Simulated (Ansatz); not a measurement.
# BFH₂O₂: how energies converge with the basis set

One table from this session's results is given with a row withheld; the runs are named, their logs left out.

Computed with Ansatz 0.2.0, Gaussian basis. Level: one geometry, several basis sets.

The runs, in order: PBE0-D4/def2-SVP; ωB97M-V/def2-SVP; PBE0-D4/def2-QZVPP; ωB97M-V/def2-QZVPP; the functionals' def2-TZVPP values are taken from earlier runs.

### The geometry

An earlier PBE0-D4 in a triple-zeta def2 set relaxation fixed the geometry.

SMILES `OB(O)F`, 6 atoms, charge 0, spin multiplicity 1.

Atoms are counted from 1 here; the program's logs count them from 0.

Bond lengths: O1–B2 1.360 Å, O1–H5 0.960 Å, B2–O3 1.352 Å, B2–F4 1.333 Å, O3–H6 0.960 Å. Angles: B2–O1–H5 113.1°, O1–B2–O3 121.6°, O1–B2–F4 120.5°, O3–B2–F4 117.9°, B2–O3–H6 112.5°.

The first run:

The input, in.yaml:

```yaml
crystal:
  periodic: [false, false, false]
  atoms:
    - {symbol: O, position_ang: [-0.477531, 0.971031, -0.208425]}
    - {symbol: B, position_ang: [-0.023843, -0.307502, -0.106485]}
    - {symbol: O, position_ang: [0.989372, -0.635178, 0.726051]}
    - {symbol: F, position_ang: [-0.573084, -1.280620, -0.833162]}
    - {symbol: H, position_ang: [-1.198901, 1.066081, -0.834258]}
    - {symbol: H, position_ang: [1.325987, 0.122188, 1.209980]}
basis:
  gaussian: {orbitals: def2-SVP}
hamiltonian: {xc: pbe0, dispersion: d4}
output: {orbitals: {seedname: orbitals}}
```

Steps of the session up to this table: PBE0-D4 in def2-SVP; ωB97M-V in def2-SVP; PBE0-D4 in def2-QZVPP; ωB97M-V in def2-QZVPP.

One of the session's tables, all rows but one given; the rest of the session is left out.

| functional | basis | HOMO (eV) | LUMO (eV) |
| --- | --- | --- | --- |
| PBE0-D4 | def2-SVP | ? | ? |
| PBE0-D4 | def2-TZVPP | -9.74 | 0.44 |
| PBE0-D4 | def2-QZVPP | -9.79 | 0.32 |
| ωB97M-V | def2-SVP | -11.88 | 3.04 |
| ωB97M-V | def2-TZVPP | -12.21 | 1.77 |
| ωB97M-V | def2-QZVPP | -12.26 | 1.58 |

Estimate the missing values for PBE0-D4, def2-SVP.

As computed: HOMO (eV): -9.43; LUMO (eV): 1.39. In the column «HOMO (eV)» it is the highest.
